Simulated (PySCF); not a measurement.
# H8NP3Pb: the cost of one run

Computed with PySCF 2.14.0 and routines of our own; the level stands in each step. Atoms count from 0.

## 1. The system as given

13 atoms, charge 0, multiplicity 1; geometry from: GFN2-xTB.

## 2. Optimising the geometry at PBE0-D3(BJ)/def2-SVP

Job settings and geometry (Å):

```
{"job": {"xc": "PBE0", "basis": "def2-SVP", "d3": "d3bj", "grid": 1, "maxiter": 30, "shake": 0.01, "kind": "geom"}, "charge": 0, "multiplicity": 1}
N      0.358620     0.783250     1.809860
Pb    -0.079410    -0.167630    -0.129190
P     -0.936620     2.033860    -1.392770
P      2.378220    -1.031210    -0.898440
P     -2.007500    -2.004800     0.249740
H     -0.408000     0.735320     2.484680
H      1.188730     0.499660     2.274990
H     -2.103190     2.055980    -0.699360
H     -0.316460     2.856580    -0.422980
H      2.956200     0.144770    -0.502740
H      2.188070    -0.588100    -2.189110
H     -2.080170    -2.319430    -1.078130
H     -1.132680    -3.015140     0.483140
```

On the command line:

```console
> OMP_NUM_THREADS=1 python heavy_run.py task.json out
```

The driver reads the jobs from task.json and runs them one after another.

Q: Estimate the wall time and peak memory of this first job on 1 thread of Arm Neoverse V2, shared host.

About 3 min, with a peak of 0.55 GiB.
